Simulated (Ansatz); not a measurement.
From input file to script: C3H7NSi, SMILES CC[SiH]1C=N1 in Ansatz 0.2.0.

```yaml
crystal:
  periodic: [false, false, false]
  atoms:
    - { symbol: C, position_ang: [-0.6617, 0.6715, 1.2463] }
    - { symbol: C, position_ang: [0.64, 0.2168, 0.7416] }
    - { symbol: Si, position_ang: [0.5838, -0.958, -0.6964] }
    - { symbol: C, position_ang: [-0.5067, -0.8073, -1.9437] }
    - { symbol: "N", position_ang: [0.2563, 0.1076, -2.125] }
    - { symbol: H, position_ang: [-0.5769, 1.407, 2.0853] }
    - { symbol: H, position_ang: [-1.3204, -0.1113, 1.5635] }
    - { symbol: H, position_ang: [-1.2056, 1.2839, 0.4455] }
    - { symbol: H, position_ang: [1.1583, -0.2473, 1.6256] }
    - { symbol: H, position_ang: [1.2579, 1.0915, 0.5016] }
    - { symbol: H, position_ang: [1.9189, -1.582, -0.9658] }
    - { symbol: H, position_ang: [-1.467, -1.1276, -2.4444] }
basis:
  gaussian:
    orbitals: "6-31G*"
hamiltonian:
  xc:
    name: B97
output:
  orbitals: {}
  forces: true
```

Script `run_energy.py`:
```python
# -*- coding: utf-8 -*-
"""Single point of C3H7NSi in a Gaussian basis."""

from pathlib import Path

import ansatz as az
from ase import Atoms
import numpy as np
import pandas as pd

BASIS = "6-31G*"

atoms = Atoms(["C", "C", "Si", "C", "N", "H", "H", "H", "H", "H", "H", "H"], positions=[
    (-0.6617, 0.6715, 1.2463),
    (0.64, 0.2168, 0.7416),
    (0.5838, -0.958, -0.6964),
    (-0.5067, -0.8073, -1.9437),
    (0.2563, 0.1076, -2.125),
    (-0.5769, 1.407, 2.0853),
    (-1.3204, -0.1113, 1.5635),
    (-1.2056, 1.2839, 0.4455),
    (1.1583, -0.2473, 1.6256),
    (1.2579, 1.0915, 0.5016),
    (1.9189, -1.582, -0.9658),
    (-1.467, -1.1276, -2.4444),
])
system = az.Crystal.molecule_from_ase(atoms)

calc = (
    system.calculation()
    .basis(gaussian=BASIS)  # atom-centred Gaussian functions
    .functional(az.LibraryFunctional("B97"))
    .forces()
    .orbitals()
)
out = calc.run(threads=1, backend="cpu", runs_dir="out")
report = out.report

print("reference energy %16.6f eV" % report["reference_energy_ev"])
print("total energy     %16.6f eV" % report["free_energy_ev"])
print("occupied (up, down):", report["n_occupied"], " virtual:", report["n_virtual"], " frozen:", report["n_frozen"])

field = report["mean_field"]
print("<S^2> =", round(abs(field["state"]["spin_squared"]), 4), " relativity:", field["relativity"])
print("passes:", field["passes"])
if "symmetry" in field:
    print("occupied orbitals by irrep:", field["symmetry"]["occupied"])

symbols = [site.symbol for site in system.cartesian_sites]
print("forces (eV/A)")
for symbol, f in zip(symbols, report["forces_ev_ang"]):
    print(f"  {symbol:2s} {f[0]:9.4f} {f[1]:9.4f} {f[2]:9.4f}")

charges = report["charge_distribution"]
table = pd.DataFrame({"atom": symbols, "mulliken": charges["mulliken_charges_e"], "lowdin": charges["lowdin_charges_e"]})
print(table.round(3).to_string())
print("dipole (e A):", np.round(charges["dipole_moment_e_ang"], 4) + 0.0)

lines = Path(report["orbitals_path"]).read_text().splitlines()
field_of = lambda key: [line.split("=")[1].strip() for line in lines if line.startswith(key)]
orbitals = [(27.211386 * float(e), s, float(n)) for e, s, n in zip(field_of("Ene="), field_of("Spin="), field_of("Occup="))]
homo = max(e for e, _, n in orbitals if n > 0.5)
lumo = min(e for e, _, n in orbitals if n < 0.5)
print(f"HOMO {homo:.3f} eV, LUMO {lumo:.3f} eV, gap {lumo - homo:.3f} eV")
```

```console
$ python run_energy.py
reference energy    -12587.236082 eV
total energy        -12587.236082 eV
occupied (up, down): [23, 23]  virtual: [70, 70]  frozen: 0
<S^2> = 0.0  relativity: none
passes: {'evaluations': 16, 'products': 12}
occupied orbitals by irrep: [{'A': 23}, {'A': 23}]
forces (eV/A)
  C    -2.1920    3.0472   -0.3784
  C     1.7721   -0.8434    1.6356
  Si    4.6378   -0.1680    3.2429
  C    -7.5768   -3.5923   -3.1317
  N     2.8172    3.7134   -1.4514
  H     0.1072   -0.5401   -0.2675
  H    -0.5389   -0.7097    0.2538
  H     0.3635   -0.8485    0.7935
  H    -0.0096    0.0033   -0.7109
  H     0.1467   -0.1158   -0.3739
  H    -0.2946   -0.2475    0.2063
  H     0.7672    0.3014    0.1818
   atom  mulliken  lowdin
0     C    -0.483  -0.334
1     C    -0.491  -0.381
2    Si     0.368   0.204
3     C     0.049  -0.216
4     N    -0.377  -0.020
5     H     0.158   0.116
6     H     0.170   0.127
7     H     0.154   0.127
8     H     0.166   0.147
9     H     0.198   0.159
10    H    -0.069  -0.064
11    H     0.156   0.135
dipole (e A): [-0.1881 -0.213   0.3184]
HOMO -6.202 eV, LUMO -0.713 eV, gap 5.489 eV
```

Notes:
- Total energies depend on the basis set; only differences at equal settings carry meaning.
- The geometry is a force-field or estimated start, not a minimum of this method, and the basis set is short of its limit.
- The Löwdin charges here are taken after orthogonalising the functions within each atom; they differ from plain Löwdin charges, and their signs can be unphysical.
- Levels such as HOMO and LUMO are orbital energies: with these approximate functionals they aren't the ionisation energy and electron affinity, and their gap isn't the fundamental gap.
- The whole script took 4.1 s on 1 thread of AMD EPYC 9B45 (Zen 5) (shared host), peak memory 0.34 GiB.

(A comment or docstring line of the script was reworded after the run, the code is as it ran; lines on the test bed's own set-up are left out of the output.)
